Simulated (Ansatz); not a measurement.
**C12H25Cl: small, medium and large basis sets**

One table from this session's results is given with a row withheld; the runs are named, their logs left out.

The runs use Ansatz 0.2.0, Gaussian basis; one geometry, several basis sets.

Plan: PBE0-D4/def2-SVP; ωB97M-V/def2-SVP; PBE0-D4/def2-QZVPP; ωB97M-V/def2-QZVPP; the functionals' def2-TZVPP values are taken from earlier runs.

### The geometry

The geometry comes from an earlier relaxation with PBE0-D4 in a triple-zeta def2 set; it is a stationary point, not always the lowest conformer.

SMILES `CCCCCCCCCCCCCl`, 38 atoms, charge 0, spin multiplicity 1.

Atoms are counted from 1 here; the program's logs count them from 0.

Bond lengths: C1–C2 1.520 Å, C1–H14 1.093 Å, C1–H15 1.092 Å, C1–H16 1.094 Å, C2–C3 1.525 Å, C2–H17 1.095 Å, C2–H18 1.095 Å, C3–C4 1.524 Å, C3–H19 1.096 Å, C3–H20 1.096 Å, C4–C5 1.520 Å, C4–H21 1.096 Å, C4–H22 1.096 Å, C5–C6 1.521 Å, C5–H23 1.097 Å, C5–H24 1.096 Å, C6–C7 1.522 Å, C6–H25 1.097 Å and more. Angles: C2–C1–H14 111.8°, C2–C1–H15 111.2°, C2–C1–H16 111.1°, H14–C1–H15 107.4°, H14–C1–H16 107.4°, H15–C1–H16 107.7°, C1–C2–C3 113.9°, C1–C2–H17 109.2°, C1–C2–H18 109.5°, C3–C2–H17 108.4°, C3–C2–H18 109.8°, H17–C2–H18 105.7°, C2–C3–C4 115.3°, C2–C3–H19 108.8°, C2–C3–H20 108.7°, C4–C3–H19 108.8°, C4–C3–H20 108.8°, H19–C3–H20 106.1° and more.

Coordinates:

| atom | x (Å) | y (Å) | z (Å) |
| --- | --- | --- | --- |
| C1 | -4.2531 | 1.1999 | -0.6093 |
| C2 | -3.7197 | 0.8247 | 0.7634 |
| C3 | -2.9375 | 1.9402 | 1.4486 |
| C4 | -1.7116 | 2.4353 | 0.6908 |
| C5 | -0.6646 | 1.3654 | 0.4258 |
| C6 | 0.5879 | 1.9191 | -0.2361 |
| C7 | 1.6156 | 0.8619 | -0.6155 |
| C8 | 2.2300 | 0.1390 | 0.5737 |
| C9 | 3.3474 | -0.8286 | 0.2010 |
| C10 | 2.9461 | -1.9535 | -0.7455 |
| C11 | 1.8307 | -2.8340 | -0.2087 |
| C12 | 1.4770 | -3.9945 | -1.1083 |
| Cl13 | 2.8135 | -5.1769 | -1.2518 |
| H14 | -3.4457 | 1.3976 | -1.3189 |
| H15 | -4.8666 | 0.3988 | -1.0281 |
| H16 | -4.8725 | 2.1003 | -0.5581 |
| H17 | -4.5567 | 0.5417 | 1.4103 |
| H18 | -3.0935 | -0.0700 | 0.6806 |
| H19 | -2.6244 | 1.5939 | 2.4406 |
| H20 | -3.6111 | 2.7878 | 1.6215 |
| H21 | -2.0163 | 2.8848 | -0.2614 |
| H22 | -1.2501 | 3.2465 | 1.2656 |
| H23 | -1.0851 | 0.5809 | -0.2153 |
| H24 | -0.4062 | 0.8775 | 1.3728 |
| H25 | 1.0532 | 2.6566 | 0.4301 |
| H26 | 0.2936 | 2.4700 | -1.1370 |
| H27 | 2.4193 | 1.3323 | -1.1947 |
| H28 | 1.1432 | 0.1375 | -1.2900 |
| H29 | 2.6309 | 0.8847 | 1.2704 |
| H30 | 1.4515 | -0.3946 | 1.1286 |
| H31 | 3.7559 | -1.2689 | 1.1179 |
| H32 | 4.1684 | -0.2646 | -0.2561 |
| H33 | 3.8225 | -2.5763 | -0.9457 |
| H34 | 2.6414 | -1.5397 | -1.7137 |
| H35 | 2.0949 | -3.2150 | 0.7836 |
| H36 | 0.9136 | -2.2458 | -0.0822 |
| H37 | 1.2549 | -3.6617 | -2.1230 |
| H38 | 0.6234 | -4.5524 | -0.7258 |

The first run:

in.yaml reads:

```yaml
crystal:
  periodic: [false, false, false]
  atoms:
    - {symbol: C, position_ang: [-4.253109, 1.199858, -0.609341]}
    - {symbol: C, position_ang: [-3.719744, 0.824747, 0.763446]}
    - {symbol: C, position_ang: [-2.937491, 1.940170, 1.448619]}
    - {symbol: C, position_ang: [-1.711568, 2.435282, 0.690776]}
    - {symbol: C, position_ang: [-0.664583, 1.365440, 0.425778]}
    - {symbol: C, position_ang: [0.587885, 1.919114, -0.236061]}
    - {symbol: C, position_ang: [1.615621, 0.861908, -0.615518]}
    - {symbol: C, position_ang: [2.230008, 0.138985, 0.573737]}
    - {symbol: C, position_ang: [3.347401, -0.828601, 0.201024]}
    - {symbol: C, position_ang: [2.946060, -1.953546, -0.745539]}
    - {symbol: C, position_ang: [1.830673, -2.834002, -0.208741]}
    - {symbol: C, position_ang: [1.477027, -3.994491, -1.108305]}
    - {symbol: Cl, position_ang: [2.813466, -5.176912, -1.251839]}
    - {symbol: H, position_ang: [-3.445736, 1.397573, -1.318877]}
    - {symbol: H, position_ang: [-4.866625, 0.398833, -1.028110]}
    - {symbol: H, position_ang: [-4.872513, 2.100324, -0.558126]}
    - {symbol: H, position_ang: [-4.556655, 0.541706, 1.410260]}
    - {symbol: H, position_ang: [-3.093480, -0.070021, 0.680590]}
    - {symbol: H, position_ang: [-2.624387, 1.593925, 2.440622]}
    - {symbol: H, position_ang: [-3.611069, 2.787826, 1.621509]}
    - {symbol: H, position_ang: [-2.016285, 2.884841, -0.261363]}
    - {symbol: H, position_ang: [-1.250145, 3.246528, 1.265644]}
    - {symbol: H, position_ang: [-1.085131, 0.580911, -0.215269]}
    - {symbol: H, position_ang: [-0.406237, 0.877471, 1.372763]}
    - {symbol: H, position_ang: [1.053221, 2.656582, 0.430139]}
    - {symbol: H, position_ang: [0.293553, 2.469969, -1.137044]}
    - {symbol: H, position_ang: [2.419285, 1.332252, -1.194651]}
    - {symbol: H, position_ang: [1.143200, 0.137544, -1.289982]}
    - {symbol: H, position_ang: [2.630866, 0.884714, 1.270377]}
    - {symbol: H, position_ang: [1.451516, -0.394554, 1.128599]}
    - {symbol: H, position_ang: [3.755919, -1.268933, 1.117881]}
    - {symbol: H, position_ang: [4.168353, -0.264634, -0.256141]}
    - {symbol: H, position_ang: [3.822500, -2.576312, -0.945747]}
    - {symbol: H, position_ang: [2.641441, -1.539652, -1.713710]}
    - {symbol: H, position_ang: [2.094901, -3.214985, 0.783623]}
    - {symbol: H, position_ang: [0.913597, -2.245816, -0.082205]}
    - {symbol: H, position_ang: [1.254912, -3.661665, -2.122982]}
    - {symbol: H, position_ang: [0.623354, -4.552386, -0.725847]}
basis:
  gaussian: {orbitals: def2-SVP}
hamiltonian: {xc: pbe0, dispersion: d4}
output: {orbitals: {seedname: orbitals}}
```

Run with:

```sh
> ansatz run in.yaml --threads 11 --pin off --events-out ev --progress --plain --max-ram 174080MiB --backend cuda --devices 0, --max-vram 75GiB
```

Among the steps run: PBE0-D4 in def2-SVP; ωB97M-V in def2-SVP; PBE0-D4 in def2-QZVPP; ωB97M-V in def2-QZVPP.

One of the session's tables, all rows but one given; the rest of the session is left out.

It belongs to the step «Functionals by basis». 

```
functional       basis  HOMO (eV)  LUMO (eV)
   PBE0-D4    def2-SVP      -8.03       1.39
   PBE0-D4  def2-TZVPP      -8.18       0.79
   PBE0-D4  def2-QZVPP      -8.22       0.36
   ωB97M-V    def2-SVP          ?          ?
   ωB97M-V  def2-TZVPP     -10.49       2.21
   ωB97M-V  def2-QZVPP     -10.54       1.47
```

Q: Estimate the row for ωB97M-V, def2-SVP from the others.

The run gave: HOMO (eV): -10.31; LUMO (eV): 3.04. In the column «HOMO (eV)» it lies between ωB97M-V, def2-TZVPP (-10.49) and PBE0-D4, def2-QZVPP (-8.22).
